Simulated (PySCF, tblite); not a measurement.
# C₅H₁₀O₂: changes of charge, part 2 of 2

tblite 0.8.0 and PySCF 2.14.0. Atoms count from 0.

## 10. Single point (C₅H₁₀O₂): PBE0-D3(BJ)/ma-def2-SVP

Geometry: PBE0-D3(BJ)/def2-SVP, that of another charge or spin state.

Job settings and geometry (Å):

```
{"job": {"kind": "sp", "xc": "PBE0", "basis": "ma-def2-SVP", "d3": "d3bj", "grid": 2}, "charge": 0, "multiplicity": 1}
C     -2.626454    -0.071220    -0.446868
C     -1.164894    -0.421134    -0.604271
O     -0.440587     0.012892     0.566895
C      0.398709     1.037090     0.482729
C      1.986735     0.485550     0.420786
C      2.248597    -0.751974     1.200827
O      2.709808     1.158290    -0.215406
H     -2.777228     1.017249    -0.412605
H     -3.044898    -0.524077     0.462376
H     -3.173441    -0.469421    -1.314269
H     -1.018441    -1.510760    -0.648356
H     -0.713542     0.046711    -1.493926
H      0.285181     1.691503    -0.395425
H      0.461461     1.589448     1.438817
H      3.328900    -0.939752     1.242013
H      1.812253    -0.656041     2.205973
H      1.727914    -1.579628     0.691774
```

Standard output:

```text
coarse grid: 13808 points
cycle   1  E = -346.1190540597  dE =  7.896e-01  |g| = 8.517e-01  |ddm| = 4.275e+00
cycle   2  E = -345.7854937331  dE =  3.336e-01  |g| = 1.575e+00  |ddm| = 2.638e+00
cycle   3  E = -346.2600955762  dE = -4.746e-01  |g| = 1.780e-01  |ddm| = 1.885e+00
cycle   4  E = -346.2661748316  dE = -6.079e-03  |g| = 7.307e-02  |ddm| = 2.667e-01
cycle   5  E = -346.2671138440  dE = -9.390e-04  |g| = 2.192e-02  |ddm| = 8.924e-02
cycle   6  E = -346.2672132867  dE = -9.944e-05  |g| = 3.989e-03  |ddm| = 2.384e-02
cycle   7  E = -346.2672165203  dE = -3.234e-06  |g| = 8.985e-04  |ddm| = 5.143e-03
final grid: 132176 points
cycle   8  E = -346.3306188456  dE = -1.492e-05  |g| = 1.396e-02  |ddm| = 5.392e-02
cycle   9  E = -346.3305464742  dE =  7.237e-05  |g| = 2.397e-02  |ddm| = 3.210e-02
cycle  10  E = -346.3306569714  dE = -1.105e-04  |g| = 2.707e-03  |ddm| = 2.187e-02
cycle  11  E = -346.3306584561  dE = -1.485e-06  |g| = 3.287e-04  |ddm| = 2.590e-03
cycle  12  E = -346.3306584741  dE = -1.799e-08  |g| = 1.373e-04  |ddm| = 5.013e-04
cycle  13  E = -346.3306584781  dE = -3.995e-09  |g| = 2.109e-05  |ddm| = 1.933e-04
converged SCF energy = -346.3306584781
```

Wall time 17 s (1 thread of Intel Xeon at 2.70GHz, shared host); peak memory 0.62 GiB.

## 11. Single point (C₅H₁₀O₂+ (doublet), CC[O+]CC(C)=O): PBE0-D3(BJ)/ma-def2-SVP

Geometry: PBE0-D3(BJ)/def2-SVP.

The job, as its differences from that of step 10:

```diff
@@ -1,2 +1,2 @@
-{"job": {"kind": "sp", "xc": "PBE0", "basis": "ma-def2-SVP", "d3": "d3bj", "grid": 2}, "charge": 0, "multiplicity": 1}
+{"job": {"kind": "sp", "xc": "PBE0", "basis": "ma-def2-SVP", "d3": "d3bj", "grid": 2}, "charge": 1, "multiplicity": 2}
 C     -2.626454    -0.071220    -0.446868
```

Standard output:

```text
final grid: 132176 points
cycle   1  E = -345.9667197226  dE =  1.298e-02  |g| = 3.655e-01  |ddm| = 8.689e-01
cycle   2  E = -345.8769287812  dE =  8.979e-02  |g| = 5.975e-01  |ddm| = 9.335e-01
cycle   3  E = -346.0142208622  dE = -1.373e-01  |g| = 1.846e-01  |ddm| = 6.302e-01
cycle   4  E = -346.0282781522  dE = -1.406e-02  |g| = 3.286e-02  |ddm| = 1.852e-01
cycle   5  E = -346.0285831488  dE = -3.050e-04  |g| = 1.991e-02  |ddm| = 4.926e-02
cycle   6  E = -346.0287547418  dE = -1.716e-04  |g| = 4.656e-03  |ddm| = 2.396e-02
cycle   7  E = -346.0287668903  dE = -1.215e-05  |g| = 1.519e-03  |ddm| = 6.150e-03
cycle   8  E = -346.0287694626  dE = -2.572e-06  |g| = 4.720e-04  |ddm| = 3.476e-03
cycle   9  E = -346.0287699069  dE = -4.443e-07  |g| = 2.694e-04  |ddm| = 1.424e-03
cycle  10  E = -346.0287700220  dE = -1.150e-07  |g| = 1.463e-04  |ddm| = 7.283e-04
cycle  11  E = -346.0287700525  dE = -3.056e-08  |g| = 5.083e-05  |ddm| = 4.270e-04
cycle  12  E = -346.0287700552  dE = -2.647e-09  |g| = 3.075e-05  |ddm| = 1.455e-04
converged SCF energy = -346.0287700552
```

It took 34 s on 1 thread of Intel Xeon at 2.70GHz, shared host; peak memory 0.66 GiB.

## 12. Single point (C₅H₁₀O₂): PBE0-D3(BJ)/ma-def2-SVP in tetrahydrofuran

Geometry: PBE0-D3(BJ)/def2-SVP.

Job settings and geometry (Å):

```
{"job": {"kind": "sp", "xc": "PBE0", "basis": "ma-def2-SVP", "d3": "d3bj", "grid": 2, "solvent": "tetrahydrofuran"}, "charge": 0, "multiplicity": 1}
C     -2.523427    -0.076620     0.253068
C     -1.369444    -0.737824    -0.476628
O     -0.118836    -0.522978     0.125922
C      0.394833     0.762385    -0.012711
C      1.833720     0.840593     0.471342
C      2.513644    -0.453930     0.810419
O      2.371214     1.918098     0.551238
H     -2.456495     1.021524     0.228799
H     -2.545371    -0.396053     1.305805
H     -3.479203    -0.358962    -0.213146
H     -1.508845    -1.829681    -0.488529
H     -1.340936    -0.401720    -1.533522
H      0.395946     1.089477    -1.074786
H     -0.177178     1.526390     0.548056
H      3.547082    -0.255871     1.118952
H      1.957966    -0.966442     1.610214
H      2.487616    -1.133243    -0.055192
```

Standard output:

```text
final grid: 132176 points
cycle   1  E = -346.3621713262  dE = -6.196e-04  |g| = 4.559e-02  |ddm| = 3.935e-01
cycle   2  E = -346.3611476600  dE =  1.024e-03  |g| = 8.708e-02  |ddm| = 1.284e-01
cycle   3  E = -346.3625786482  dE = -1.431e-03  |g| = 3.407e-03  |ddm| = 8.129e-02
cycle   4  E = -346.3625808932  dE = -2.245e-06  |g| = 1.664e-03  |ddm| = 6.877e-03
cycle   5  E = -346.3625814281  dE = -5.348e-07  |g| = 5.044e-04  |ddm| = 2.120e-03
cycle   6  E = -346.3625814756  dE = -4.758e-08  |g| = 1.657e-04  |ddm| = 7.644e-04
cycle   7  E = -346.3625814820  dE = -6.338e-09  |g| = 2.257e-05  |ddm| = 2.204e-04
converged SCF energy = -346.3625814820
```

Wall time 17 s (1 thread of Intel Xeon at 2.70GHz, shared host); peak memory 0.8 GiB.

## 13. Single point (C₅H₁₀O₂+ (doublet), CC[O+]CC(C)=O): PBE0-D3(BJ)/ma-def2-SVP in tetrahydrofuran

Geometry: PBE0-D3(BJ)/def2-SVP.

Job settings and geometry (Å):

```
{"job": {"kind": "sp", "xc": "PBE0", "basis": "ma-def2-SVP", "d3": "d3bj", "grid": 2, "solvent": "tetrahydrofuran"}, "charge": 1, "multiplicity": 2}
C     -2.626454    -0.071220    -0.446868
C     -1.164894    -0.421134    -0.604271
O     -0.440587     0.012892     0.566895
C      0.398709     1.037090     0.482729
C      1.986735     0.485550     0.420786
C      2.248597    -0.751974     1.200827
O      2.709808     1.158290    -0.215406
H     -2.777228     1.017249    -0.412605
H     -3.044898    -0.524077     0.462376
H     -3.173441    -0.469421    -1.314269
H     -1.018441    -1.510760    -0.648356
H     -0.713542     0.046711    -1.493926
H      0.285181     1.691503    -0.395425
H      0.461461     1.589448     1.438817
H      3.328900    -0.939752     1.242013
H      1.812253    -0.656041     2.205973
H      1.727914    -1.579628     0.691774
```

Standard output:

```text
final grid: 132176 points
cycle   1  E = -346.1070843183  dE = -4.667e-04  |g| = 4.525e-02  |ddm| = 2.328e-01
cycle   2  E = -346.1034752158  dE =  3.609e-03  |g| = 1.061e-01  |ddm| = 1.275e-01
cycle   3  E = -346.1078971131  dE = -4.422e-03  |g| = 7.396e-03  |ddm| = 8.617e-02
cycle   4  E = -346.1079178833  dE = -2.077e-05  |g| = 2.472e-03  |ddm| = 8.723e-03
cycle   5  E = -346.1079203489  dE = -2.466e-06  |g| = 9.105e-04  |ddm| = 2.846e-03
cycle   6  E = -346.1079208103  dE = -4.614e-07  |g| = 3.967e-04  |ddm| = 1.220e-03
cycle   7  E = -346.1079209463  dE = -1.361e-07  |g| = 1.952e-04  |ddm| = 8.080e-04
cycle   8  E = -346.1079209844  dE = -3.810e-08  |g| = 9.458e-05  |ddm| = 4.644e-04
cycle   9  E = -346.1079209947  dE = -1.027e-08  |g| = 3.312e-05  |ddm| = 2.732e-04
cycle  10  E = -346.1079209960  dE = -1.303e-09  |g| = 1.609e-05  |ddm| = 1.007e-04
converged SCF energy = -346.1079209960
```

Wall time 30 s (1 thread of Intel Xeon at 2.70GHz, shared host); peak memory 0.81 GiB.

## 14. Single point (C5H10O2− (doublet)): PBE0-D3(BJ)/ma-def2-SVP

Geometry: PBE0-D3(BJ)/def2-SVP, that of another charge or spin state.

Job settings and geometry (Å):

```
{"job": {"kind": "sp", "xc": "PBE0", "basis": "ma-def2-SVP", "d3": "d3bj", "grid": 2}, "charge": -1, "multiplicity": 2}
C     -2.523427    -0.076620     0.253068
C     -1.369444    -0.737824    -0.476628
O     -0.118836    -0.522978     0.125922
C      0.394833     0.762385    -0.012711
C      1.833720     0.840593     0.471342
C      2.513644    -0.453930     0.810419
O      2.371214     1.918098     0.551238
H     -2.456495     1.021524     0.228799
H     -2.545371    -0.396053     1.305805
H     -3.479203    -0.358962    -0.213146
H     -1.508845    -1.829681    -0.488529
H     -1.340936    -0.401720    -1.533522
H      0.395946     1.089477    -1.074786
H     -0.177178     1.526390     0.548056
H      3.547082    -0.255871     1.118952
H      1.957966    -0.966442     1.610214
H      2.487616    -1.133243    -0.055192
```

Standard output:

```text
final grid: 132176 points
cycle   1  E = -345.9744255587  dE =  2.686e-01  |g| = 7.386e-01  |ddm| = 6.031e+01
cycle   2  E = -344.4159534978  dE =  1.558e+00  |g| = 1.620e+00  |ddm| = 6.109e+01
cycle   3  E = -346.2670574354  dE = -1.851e+00  |g| = 2.500e-01  |ddm| = 5.444e+01
cycle   4  E = -346.2989484627  dE = -3.189e-02  |g| = 1.339e-01  |ddm| = 3.024e+01
cycle   5  E = -346.3047750246  dE = -5.827e-03  |g| = 9.581e-02  |ddm| = 2.115e+01
cycle   6  E = -346.3075529082  dE = -2.778e-03  |g| = 6.618e-02  |ddm| = 3.491e+00
cycle   7  E = -346.3086880666  dE = -1.135e-03  |g| = 5.315e-02  |ddm| = 2.374e+00
cycle   8  E = -346.3101849653  dE = -1.497e-03  |g| = 2.964e-02  |ddm| = 7.025e+00
cycle   9  E = -346.3108070161  dE = -6.221e-04  |g| = 1.016e-02  |ddm| = 6.432e+00
cycle  10  E = -346.3109531865  dE = -1.462e-04  |g| = 1.642e-03  |ddm| = 6.351e+00
cycle  11  E = -346.3109862523  dE = -3.307e-05  |g| = 3.007e-03  |ddm| = 3.515e+00
cycle  12  E = -346.3110162644  dE = -3.001e-05  |g| = 3.284e-03  |ddm| = 4.038e+00
cycle  13  E = -346.3110460995  dE = -2.984e-05  |g| = 7.929e-04  |ddm| = 4.983e+00
cycle  14  E = -346.3110503455  dE = -4.246e-06  |g| = 5.240e-04  |ddm| = 1.408e+00
cycle  15  E = -346.3110539144  dE = -3.569e-06  |g| = 3.849e-04  |ddm| = 1.641e+00
cycle  16  E = -346.3110564822  dE = -2.568e-06  |g| = 2.367e-04  |ddm| = 1.903e+00
cycle  17  E = -346.3110570250  dE = -5.429e-07  |g| = 1.639e-04  |ddm| = 7.202e-01
cycle  18  E = -346.3110573377  dE = -3.126e-07  |g| = 9.875e-05  |ddm| = 7.325e-01
cycle  19  E = -346.3110574278  dE = -9.017e-08  |g| = 9.302e-05  |ddm| = 4.995e-01
cycle  20  E = -346.3110574510  dE = -2.311e-08  |g| = 4.285e-05  |ddm| = 1.549e-01
cycle  21  E = -346.3110574562  dE = -5.200e-09  |g| = 6.205e-05  |ddm| = 1.063e-01
converged SCF energy = -346.3110574562
```

It took 54 s on 1 thread of Intel Xeon at 2.70GHz, shared host; peak memory 0.67 GiB.

## 15. Single point (C₅H₁₀O₂− (doublet)): PBE0-D3(BJ)/ma-def2-SVP in tetrahydrofuran

Geometry: PBE0-D3(BJ)/def2-SVP, that of another charge or spin state.

The job, as its differences from that of step 14:

```diff
@@ -1,2 +1,2 @@
-{"job": {"kind": "sp", "xc": "PBE0", "basis": "ma-def2-SVP", "d3": "d3bj", "grid": 2}, "charge": -1, "multiplicity": 2}
+{"job": {"kind": "sp", "xc": "PBE0", "basis": "ma-def2-SVP", "d3": "d3bj", "grid": 2, "solvent": "tetrahydrofuran"}, "charge": -1, "multiplicity": 2}
 C     -2.523427    -0.076620     0.253068
```

Standard output:

```text
final grid: 132176 points
cycle   1  E = -346.1741137658  dE =  1.685e-01  |g| = 5.826e-01  |ddm| = 4.995e+01
cycle   2  E = -345.9021172121  dE =  2.720e-01  |g| = 9.790e-01  |ddm| = 5.002e+01
cycle   3  E = -346.3659250386  dE = -4.638e-01  |g| = 1.870e-01  |ddm| = 1.793e+00
cycle   4  E = -346.3838237021  dE = -1.790e-02  |g| = 8.488e-02  |ddm| = 1.006e+00
cycle   5  E = -346.3867673614  dE = -2.944e-03  |g| = 2.504e-02  |ddm| = 3.122e-01
cycle   6  E = -346.3871219888  dE = -3.546e-04  |g| = 9.824e-03  |ddm| = 2.993e-01
cycle   7  E = -346.3871796121  dE = -5.762e-05  |g| = 2.311e-03  |ddm| = 1.395e-01
cycle   8  E = -346.3871913967  dE = -1.178e-05  |g| = 8.650e-04  |ddm| = 1.683e-01
cycle   9  E = -346.3871943579  dE = -2.961e-06  |g| = 5.963e-04  |ddm| = 8.508e-02
cycle  10  E = -346.3871958234  dE = -1.465e-06  |g| = 2.823e-04  |ddm| = 5.833e-02
cycle  11  E = -346.3871968564  dE = -1.033e-06  |g| = 1.537e-04  |ddm| = 6.624e-02
cycle  12  E = -346.3871971580  dE = -3.016e-07  |g| = 9.633e-05  |ddm| = 3.605e-02
cycle  13  E = -346.3871972553  dE = -9.722e-08  |g| = 3.340e-05  |ddm| = 2.573e-02
cycle  14  E = -346.3871972634  dE = -8.139e-09  |g| = 3.013e-05  |ddm| = 6.359e-03
converged SCF energy = -346.3871972634
```

Wall time 41 s (1 thread of Intel Xeon at 2.70GHz, shared host); peak memory 0.8 GiB.

## 16. Changes of charge: PBE0-D3(BJ)/ma-def2-SVP

This step combines the energies above: geometries from PBE0-D3(BJ)/def2-SVP, zero-point and thermal terms from GFN2-xTB.

The job, as its differences from that of step 15:

```diff
@@ -1,2 +1,2 @@
-{"job": {"kind": "sp", "xc": "PBE0", "basis": "ma-def2-SVP", "d3": "d3bj", "grid": 2, "solvent": "tetrahydrofuran"}, "charge": -1, "multiplicity": 2}
+{"job": {"kind": "rx", "dirs": [1, -1], "geom": {"xc": "PBE0", "basis": "def2-SVP", "d3": "d3bj", "grid": 1}, "level": {"xc": "PBE0", "basis": "ma-def2-SVP", "d3": "d3bj", "solvents": ["tetrahydrofuran"]}}, "charge": 0, "multiplicity": 1}
 C     -2.523427    -0.076620     0.253068
```

Output (the driver's rows laid out field by field):

```text
ionisation and electron attachment, PBE0-D3(BJ)/ma-def2-SVP // PBE0-D3(BJ)/def2-SVP

row 1
  change                  oxidation
  charge                  1
  multiplicity            2
  vertical_ev             9.4552
  vertical_s2             0.757
  formula                 C5H10O2
  smiles                  CC[O+]CC(C)=O
  kept                    yes
  pieces                  1
  point_group             C1
  adiabatic_electronic_ev 8.8425
  adiabatic_ev            8.769
  free_energy_ev          8.7322
  s2                      0.756
  bonds_moved             3 4 1.52 1.682; 2 3 1.391 1.327; 1 2 1.405 1.444; 4 6 1.207 1.175
  spin_on                 6 O 0.379; 2 O 0.318; 3 C 0.125
  charge_moved            6 O 0.278; 2 O 0.196
  vertical_back_ev        8.2148
  relaxation_parent_ev    0.6277
  relaxation_ion_ev       0.6127
  reorganisation_ev       1.2404
  solution                solvent tetrahydrofuran, absolute_potential_v 6.8193, solvation_parent_kj -23.25, solvation_ion_kj -207.81

row 2
  change                  reduction
  charge                  -1
  multiplicity            2
  vertical_ev             -1.1611
  vertical_s2             0.751
  unbound                 yes
```

Wall time 10 min (1 thread of Intel Xeon at 2.70GHz, shared host); peak memory 0.8 GiB.

Energy taken up on oxidation, or given off on reduction (eV; adiabatic with zero-point energy):

```
                    change        product  vertical  adiabatic  free energy  reorganisation  ⟨S²⟩
oxidation (multiplicity 2)  CC[O+]CC(C)=O      9.46       8.77         8.73            1.24  0.76
reduction (multiplicity 2)              –     -1.16          –            –               –     –
```

On oxidation to multiplicity 2 charge changes most on O6 (+0.28 e), O2 (+0.20 e); the spin sits on O6 (0.38), O2 (0.32), C3 (0.12); the bond C3–C4 goes from 1.520 to 1.682 Å; the absolute potential is 6.82 V in tetrahydrofuran.

## 17. Outcome

What follows sums up all 2 parts.

```
                                   quantity                                                      value
  strongest single infrared mode (GFN2-xTB)                                      1775 cm⁻¹, 348 km/mol
               zero-point energy (GFN2-xTB)                                              89.0 kcal/mol
                                point group                                                         C1
       rotational constants (main isotopes)                                       6.18, 1.30, 1.14 GHz
ionisation energy (PBE0-D3(BJ)/ma-def2-SVP)                        vertical 9.46 eV, adiabatic 8.77 eV
electron affinity (PBE0-D3(BJ)/ma-def2-SVP)  vertical -1.16 eV (unbound: the value hangs on the basis)
```

**Reading.** All 45 modes are real, so the xTB geometry is a minimum. The strongest single mode, at 1775 cm⁻¹, moves mainly C4 and O6. Unscaled tight-binding wavenumbers are off by several per cent, some by more. Its intensities can rank the bands wrongly. Over 4 steps the energy fell by 0.042 eV; of the close pairs, C0–H9 changed most, 1.086 to 1.100 Å (PBE0/def2-SVP). No frequency check was run at this level, so the end point may be a saddle. At PBE0-D3(BJ)/ma-def2-SVP, relaxation with the zero-point term after oxidation moves the energy taken up from 9.46 eV (vertical) to 8.77 eV (adiabatic, with zero-point energy).
